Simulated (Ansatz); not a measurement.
## SrCa3 and its free atoms: a cohesive energy from free atoms, step by step

Computed with Ansatz 0.2.0, Python API.

`srca3_srca3.extxyz`
```text
4
Lattice="5.71676577 0.0 0.0 0.0 5.71676577 0.0 0.0 0.0 5.71676577" Properties=species:S:1:pos:R:3 pbc="T T T"
Sr    0.00000000    0.00000000    0.00000000
Ca    0.00000000    2.85838288    2.85838288
Ca    2.85838288    0.00000000    2.85838288
Ca    2.85838288    2.85838288    0.00000000
```

Notebook, run cell by cell (the value of a cell's last expression is shown):

```python
from collections import Counter
from dataclasses import dataclass
import warnings

import ansatz as az
```

```python
@dataclass(frozen=True)
class Options:
    functional: str = 'r2SCAN'
    cutoff_ev: int = 620
    k_spacing: float = 0.16
    occupations: str = 'fermi_dirac'
    smearing_width: float = 0.02
```

```python
opts = Options()
```

```python
def counts(outcome):
    return Counter(site.symbol for site in outcome.lattice.sites)
```

```python
UNPAIRED = {'Sr': 0, 'Ca': 0}  # unpaired electrons of the free atoms
```

```python
def solve(name, crystal):
    calc = crystal.calculation()
    calc = calc.functional(opts.functional)
    calc = calc.basis(opts.cutoff_ev).kpoints(spacing=opts.k_spacing)
    calc = calc.occupations(opts.occupations, width=opts.smearing_width)
    if name.endswith(' atom'):
        calc = calc.kpoints(1, 1, 1).occupations('fermi_dirac', width=0.01)
        if UNPAIRED[name.split()[0]]:
            calc = calc.spin('collinear')
        return calc.run()
    calc = calc.relax(force_tolerance=0.01, max_steps=40, cell=True)
    return calc.run()
```

```python
warnings.simplefilter('ignore')
```

```python
phases = {}
srca3 = az.Crystal.from_extxyz('srca3_srca3.extxyz')
phases['SrCa3'] = srca3
# a box with unlike edges lets an open shell break the spherical symmetry
for element, moment in UNPAIRED.items():
    phases[f'{element} atom'] = az.Lattice.orthorhombic(9.0, 9.5, 10.0).atom(element, (0.5, 0.5, 0.5), moment=moment or None)

done = {}
for name, crystal in phases.items():
    done[name] = solve(name, crystal)
    print(f'{name}: {done[name].report["energy_sigma0_ev"]:.4f} eV, {len(done[name].lattice.sites)} atoms')
```

    SrCa3: -9020.0817 eV, 4 atoms
    Sr atom: -3553.4428 eV, 1 atoms
    Ca atom: -1819.6637 eV, 1 atoms

```python
for element in UNPAIRED:
    atom = done[f'{element} atom'].report
    print(f'{element} atom: {atom["energy_sigma0_ev"]:.4f} eV, moment {atom["magnetization_mub"]:.2f} muB')
solid = done['SrCa3']
n = counts(solid)
binding = (sum(k * done[f'{e} atom'].report['energy_sigma0_ev'] for e, k in n.items()) - solid.report['energy_sigma0_ev']) / sum(n.values())
print(f'cohesive energy {binding:.3f} eV/atom = {96.4853 * binding:.0f} kJ/mol of atoms (no zero-point energy)')
```

    Sr atom: -3553.4428 eV, moment 0.00 muB
    Ca atom: -1819.6637 eV, moment 0.00 muB
    cohesive energy 1.912 eV/atom = 184 kJ/mol of atoms (no zero-point energy)

Absolute energies stand on the zero of these potentials, so only differences at equal settings mean something. Other magnetic orders than the one started from may lie lower. For the metals among these phases the mesh is modest: differences between phases can be off by up to 40 meV an atom. r2SCAN tends to overestimate the moments of itinerant magnets. The cells come from databases of deposited and of computed structures, and not all need be stable phases. Free atoms in a box carry small image and symmetry errors, and spin-orbit coupling is left out. Finished in 78 s on 1 thread of Arm Neoverse V2, on a shared host, peak memory 2.2 GiB.
